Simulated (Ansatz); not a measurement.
# ClFHSSn radical: an energy map over bond length F1–Sn2 and bond length Sn2–Cl4

A grid of calculations on ClFHSSn, SMILES [F][Sn]([SH])[Cl], spin multiplicity 2, to see where the energy is lowest and how it rises around there.

Method: UKS B3LYP-D4/def2-SVP; program: Ansatz 0.2.0.

## 1. The system as given

SMILES `[F][Sn]([SH])[Cl]`, 5 atoms, charge 0, spin multiplicity 2.

Atoms are counted from 1 here; the program's logs count them from 0.

Bond lengths: F1–Sn2 1.971 Å, Sn2–S3 2.495 Å, Sn2–Cl4 2.404 Å, S3–H5 1.365 Å. Angles: F1–Sn2–S3 105.1°, F1–Sn2–Cl4 105.8°, S3–Sn2–Cl4 108.3°, Sn2–S3–H5 89.8°.

Coordinates:

```xyz
5
ClFHSSn
F    -1.3567   -0.9052    1.7186
Sn    0.0011   -0.8904    0.2903
S     1.1752    1.2978    0.5322
Cl   -1.2231   -0.8656   -1.7787
H     1.4533    1.2898   -0.8039
```

This geometry comes from a loose relaxation at PBE in a small basis, which is not shown.

## 2. Relaxing the molecule

Input file input.yaml:

```yaml
crystal:
  periodic: [false, false, false]
  atoms:
    - { symbol: F, position_ang: [-1.35666, -0.905177, 1.718556] }
    - { symbol: Sn, position_ang: [0.001052, -0.890411, 0.290326] }
    - { symbol: S, position_ang: [1.175176, 1.297802, 0.532206] }
    - { symbol: Cl, position_ang: [-1.223069, -0.865585, -1.778694] }
    - { symbol: H, position_ang: [1.453301, 1.28977, -0.803894] }
magnetization:
  spin_polarized: true
  initial_magnetization: 1
basis:
  gaussian: { orbitals: def2-SVP }
hamiltonian:
  xc: { name: B3LYP }
  dispersion: d4
output:
  forces: true
relax:
  f_tol: 0.003
  max_steps: 120
```

Launch:

```
ansatz run input.yaml --threads 1 --pin off --max-ram 2560MiB --backend cpu --events-out ev --progress --plain --runs-dir out
```

Log, shortened:

```text
Warning: RAYON_NUM_THREADS=1 ignored (pool sized by the plan → 1); use --threads N
[...]
Functional definition: B3LYP
[...]
907 factors; integrals over basis functions are off by at most 2.9e-4 eV
[...]
mean field -31917.95196104 eV, -1172.9630998032 hartree, gradient 6.0e-5 eV, S^2 0.755491; 2 other end points of the search recorded, 0 dependent functions left out
[...]
reference -31917.95218535 eV, -1172.9631080465 hartree; 33, 32 occupied and 48, 49 virtual orbitals, 907 factors
relax step   1: F+E_penalty+E_count = -31918.20125537 eV  Δ(F+E_penalty+E_count) = +0.000e0 eV  max|allowed force component| = 2.364e-1 eV/Å  Δτ_max = 0.0000 Å  (43 SCF iters, accepted)
[...]
relax step   4: F+E_penalty+E_count = -31918.20559870 eV  Δ(F+E_penalty+E_count) = -1.542e-4 eV  max|allowed force component| = 2.167e-2 eV/Å  Δτ_max = 0.0035 Å  (29 SCF iters, accepted)
[...]
relax step   7: F+E_penalty+E_count = -31918.20600746 eV  Δ(F+E_penalty+E_count) = +1.282e-5 eV  max|allowed force component| = 1.041e-1 eV/Å  Δτ_max = 0.0662 Å  (34 SCF iters, rejected (line search))
[...]
relax step  10: F+E_penalty+E_count = -31918.20630184 eV  Δ(F+E_penalty+E_count) = -4.782e-5 eV  max|allowed force component| = 9.692e-3 eV/Å  Δτ_max = 0.0190 Å  (36 SCF iters, accepted)
[...]
relax step  11: F+E_penalty+E_count = -31918.20628304 eV  Δ(F+E_penalty+E_count) = +1.879e-5 eV  max|allowed force component| = 2.367e-2 eV/Å  Δτ_max = 0.0107 Å  (29 SCF iters, rejected (line search))
[...]
relax step  12: F+E_penalty+E_count = -31918.20632600 eV  Δ(F+E_penalty+E_count) = -2.416e-5 eV  max|allowed force component| = 2.702e-3 eV/Å  Δτ_max = 0.0044 Å  (28 SCF iters, accepted)
907 factors; integrals over basis functions are off by at most 2.8e-4 eV
mean field -31917.95764238 eV, -1172.9633085887 hartree, gradient 1.8e-5 eV, S^2 0.755384; 1 other end points of the search recorded, 0 dependent functions left out
[...]
reference -31917.95786768 eV, -1172.9633168685 hartree; 33, 32 occupied and 48, 49 virtual orbitals, 907 factors
Total energy: -31918.20655131 eV, -1172.9724558231 hartree
Atom 0 at    -1.326213    -0.910365     1.698175 Å, force    -0.002223    -0.000217     0.001943 eV/Å
Atom 1 at    -0.003459    -0.880937     0.258930 Å, force     0.002199     0.000789    -0.002702 eV/Å
Atom 2 at     1.116050     1.329592     0.522453 Å, force    -0.000621    -0.000234     0.001633 eV/Å
Atom 3 at    -1.293877    -0.903814    -1.761773 Å, force    -0.000002    -0.000212     0.000670 eV/Å
Atom 4 at     1.557299     1.291922    -0.759285 Å, force     0.000647    -0.000127    -0.001544 eV/Å
Dipole moment:     0.619776    -0.081818    -0.185393 e Å
```

Run time: 83 s. Hardware: 1 thread of Arm Neoverse V1, shared host; peak memory 0.25 GiB.

Step by step:

```csv
step,energy from step 1 (eV),largest force component (eV/Å)
1,0.0000,0.2364
2,-0.0027,0.1036
3,-0.0042,0.0610
4,-0.0043,0.0217
5,-0.0045,0.0090
6,-0.0048,0.0247
7,-0.0048,0.1041
8,-0.0050,0.0122
9,-0.0050,0.0471
10,-0.0050,0.0097
11,-0.0050,0.0237
12,-0.0051,0.0027
```

Distances of close pairs at the start and the end, largest changes first:

```csv
bond,before (Å),after (Å),change (Å)
F1–Sn2,1.971,1.955,-0.016
S3–H5,1.365,1.356,-0.009
Sn2–Cl4,2.404,2.398,-0.006
Sn2–S3,2.495,2.492,-0.003
```

## 3. Setting up the map

- bond length F1–Sn2: 9 values from 1.642 to 2.541 Å
- bond length Sn2–Cl4: 9 values from 2.062 to 3.357 Å

Nothing else is relaxed (all other coordinates rigid). Energies count from the relaxed molecule at the same level. Points are written as (first, second).

Below, 3 of the grid's runs; all are launched alike.

## 4. Point (2.204 Å, 3.033 Å)

Input file input.yaml:

```yaml
crystal:
  periodic: [false, false, false]
  atoms:
    - { symbol: F, position_ang: [-1.326213, -0.910365, 1.698175] }
    - { symbol: Sn, position_ang: [0.165025, -0.877188, 0.075608] }
    - { symbol: S, position_ang: [1.284533, 1.333341, 0.339131] }
    - { symbol: Cl, position_ang: [-1.467309, -0.906127, -2.480509] }
    - { symbol: H, position_ang: [1.725783, 1.295671, -0.942607] }
magnetization:
  spin_polarized: true
  initial_magnetization: 1
basis:
  gaussian: { orbitals: def2-SVP }
hamiltonian:
  xc: { name: B3LYP }
  dispersion: d4
output:
  forces: true
```

Launch:

```
ansatz run input.yaml --threads 1 --pin off --max-ram 2560MiB --backend cpu --events-out ev --progress --plain --runs-dir out
```

Log, shortened:

```text
Warning: RAYON_NUM_THREADS=1 ignored (pool sized by the plan → 1); use --threads N
[...]
Functional definition: B3LYP
[...]
839 factors; integrals over basis functions are off by at most 9.4e-4 eV
[...]
mean field -31916.57870497 eV, -1172.9126335736 hartree, gradient 2.5e-5 eV, S^2 0.764626; 6 other end points of the search recorded, 0 dependent functions left out
[...]
reference -31916.57893753 eV, -1172.9126421200 hartree; 33, 32 occupied and 48, 49 virtual orbitals, 839 factors
Total energy: -31916.80918314 eV, -1172.9211034902 hartree
Atom 0 at    -1.326213    -0.910365     1.698175 Å, force     2.144717     0.084263    -2.175524 eV/Å
Atom 1 at     0.165025    -0.877188     0.075608 Å, force    -2.968057     0.027951     0.800881 eV/Å
Atom 2 at     1.284533     1.333341     0.339131 Å, force    -0.098064    -0.078608     0.077568 eV/Å
Atom 3 at    -1.467309    -0.906127    -2.480509 Å, force     0.901866     0.001713     1.323652 eV/Å
Atom 4 at     1.725783     1.295671    -0.942607 Å, force     0.019538    -0.035318    -0.026576 eV/Å
Dipole moment:     0.927591    -0.033475    -0.101965 e Å
```

It took 11 s on 1 thread of Arm Neoverse V1, shared host; peak memory 0.24 GiB.

Energy on the map's scale: 1.40 eV.

## 5. Point (1.979 Å, 2.386 Å)

Input file input.yaml:

```yaml
crystal:
  periodic: [false, false, false]
  atoms:
    - { symbol: F, position_ang: [-1.326213, -0.910365, 1.698175] }
    - { symbol: Sn, position_ang: [0.012789, -0.880575, 0.241251] }
    - { symbol: S, position_ang: [1.132297, 1.329954, 0.504774] }
    - { symbol: Cl, position_ang: [-1.271335, -0.90334, -1.769595] }
    - { symbol: H, position_ang: [1.573546, 1.292284, -0.776964] }
magnetization:
  spin_polarized: true
  initial_magnetization: 1
basis:
  gaussian: { orbitals: def2-SVP }
hamiltonian:
  xc: { name: B3LYP }
  dispersion: d4
output:
  forces: true
```

Launch:

```
ansatz run input.yaml --threads 1 --pin off --max-ram 2560MiB --backend cpu --events-out ev --progress --plain --runs-dir out
```

Log, shortened:

```text
Warning: RAYON_NUM_THREADS=1 ignored (pool sized by the plan → 1); use --threads N
[...]
Functional definition: B3LYP
[...]
839 factors; integrals over basis functions are off by at most 9.4e-4 eV
[...]
mean field -31917.95093513 eV, -1172.9630621018 hartree, gradient 5.9e-5 eV, S^2 0.755414; 2 other end points of the search recorded, 0 dependent functions left out
[...]
reference -31917.95115984 eV, -1172.9630703599 hartree; 33, 32 occupied and 48, 49 virtual orbitals, 839 factors
Total energy: -31918.19978856 eV, -1172.9722072966 hartree
Atom 0 at    -1.326213    -0.910365     1.698175 Å, force     0.333449     0.007621    -0.361808 eV/Å
Atom 1 at     0.012789    -0.880575     0.241251 Å, force    -0.264918    -0.006072     0.471584 eV/Å
Atom 2 at     1.132297     1.329954     0.504774 Å, force    -0.000413    -0.000979     0.003393 eV/Å
Atom 3 at    -1.271335    -0.903340    -1.769595 Å, force    -0.068004    -0.000926    -0.109295 eV/Å
Atom 4 at     1.573546     1.292284    -0.776964 Å, force    -0.000115     0.000355    -0.003874 eV/Å
Dipole moment:     0.627624    -0.079166    -0.211842 e Å
```

Wall time 6.7 s (1 thread of Arm Neoverse V1, shared host); peak memory 0.23 GiB.

That is 0.007 eV from the zero.

## 6. Point (1.642 Å, 2.062 Å)

Input file input.yaml:

```yaml
crystal:
  periodic: [false, false, false]
  atoms:
    - { symbol: F, position_ang: [-1.326213, -0.910365, 1.698175] }
    - { symbol: Sn, position_ang: [-0.215227, -0.885648, 0.489348] }
    - { symbol: S, position_ang: [0.904281, 1.324881, 0.752871] }
    - { symbol: Cl, position_ang: [-1.324977, -0.905322, -1.248441] }
    - { symbol: H, position_ang: [1.34553, 1.287211, -0.528867] }
magnetization:
  spin_polarized: true
  initial_magnetization: 1
basis:
  gaussian: { orbitals: def2-SVP }
hamiltonian:
  xc: { name: B3LYP }
  dispersion: d4
output:
  forces: true
```

Launch:

```
ansatz run input.yaml --threads 1 --pin off --max-ram 2560MiB --backend cpu --events-out ev --progress --plain --runs-dir out
```

Log, shortened:

```text
Warning: RAYON_NUM_THREADS=1 ignored (pool sized by the plan → 1); use --threads N
[...]
Functional definition: B3LYP
[...]
842 factors; integrals over basis functions are off by at most 9.3e-4 eV
[...]
mean field -31914.88092808 eV, -1172.8502414236 hartree, gradient 1.9e-5 eV, S^2 0.753584; 0 other end points of the search recorded, 0 dependent functions left out
[...]
reference -31914.88114695 eV, -1172.8502494668 hartree; 33, 32 occupied and 48, 49 virtual orbitals, 842 factors
Total energy: -31915.14829644 eV, -1172.8600670298 hartree
Atom 0 at    -1.326213    -0.910365     1.698175 Å, force   -10.975432    -0.259453    11.976491 eV/Å
Atom 1 at    -0.215227    -0.885648     0.489348 Å, force    15.457782     0.278833    -4.864922 eV/Å
Atom 2 at     0.904281     1.324881     0.752871 Å, force     0.050308     0.069137    -0.032988 eV/Å
Atom 3 at    -1.324977    -0.905322    -1.248441 Å, force    -4.539811    -0.097305    -7.121643 eV/Å
Atom 4 at     1.345530     1.287211    -0.528867 Å, force     0.007154     0.008788     0.043061 eV/Å
Dipole moment:     0.216819    -0.222911    -0.232774 e Å
```

Wall time 6.7 s (1 thread of Arm Neoverse V1, shared host); peak memory 0.23 GiB.

Energy on the map's scale: 3.06 eV.

## 7. Energy over the grid

81 points were computed. Energies in eV, from the relaxed molecule at the same level:

```tsv
bond length Sn2–Cl4 (Å) ↓, bond length F1–Sn2 (Å) →	1.642	1.755	1.867	1.979	2.092	2.204	2.317	2.429	2.541
3.357	3.26	1.97	1.44	1.35	1.51	1.81	2.18	2.56	2.92
3.195	3.06	1.78	1.25	1.16	1.33	1.63	2.00	2.38	2.73
3.033	2.81	1.53	1.01	0.93	1.10	1.40	1.76	2.14	2.49
2.871	2.53	1.25	0.73	0.65	0.82	1.12	1.48	1.85	2.19
2.709	2.24	0.97	0.44	0.36	0.52	0.82	1.18	1.54	1.87
2.548	2.00	0.72	0.20	0.11	0.27	0.57	0.92	1.27	1.60
2.386	1.92	0.63	0.10	0.01	0.16	0.45	0.80	1.15	1.48
2.224	2.17	0.87	0.33	0.23	0.38	0.66	1.01	1.36	1.69
2.062	3.06	1.75	1.19	1.08	1.23	1.51	1.85	2.19	2.53
```

The largest force on an atom (eV/Å) at each point:

```csv
"bond length Sn2–Cl4 (Å) ↓, bond length F1–Sn2 (Å) →",1.642,1.755,1.867,1.979,2.092,2.204,2.317,2.429,2.541
3.357,16.4,8.0,3.1,1.2,2.2,3.1,3.4,3.4,3.1
3.195,16.4,8.0,3.2,1.4,2.3,3.1,3.4,3.3,3.0
3.033,16.5,8.1,3.3,1.7,2.4,3.1,3.3,3.3,3.0
2.871,16.5,8.1,3.4,1.8,2.5,3.2,3.4,3.3,3.1
2.709,16.4,8.0,3.3,1.7,2.5,3.1,3.4,3.3,3.1
2.548,16.2,7.8,3.0,1.2,2.2,3.0,3.2,3.1,2.9
2.386,16.0,7.5,2.4,0.5,2.2,3.0,3.2,3.2,2.9
2.224,16.1,7.6,3.4,3.1,4.0,4.6,4.8,4.8,4.6
2.062,16.2,9.8,8.2,8.3,8.8,9.2,9.4,9.4,9.3
```

## 8. Outcome

| quantity | value |
| --- | --- |
| lowest point | (1.979 Å, 2.386 Å), 0.007 eV |
| highest computed point | (1.642 Å, 3.357 Å), 3.25 eV above the lowest |
| largest force on an atom (eV/Å) | 0.5 at (1.979 Å, 2.386 Å) to 16.5 at (1.642 Å, 3.033 Å); 0.5 at the lowest point |
| time for the whole task | 16 min on 1 thread, shared host |

In words: The lowest computed point is at (1.979 Å, 2.386 Å), 0.007 eV from the relaxed molecule at the same level. No other kind of well shows on this grid. The highest computed point, (1.642 Å, 3.357 Å), lies 3.25 eV above the lowest. Round the minimum the two coordinates are nearly uncoupled.
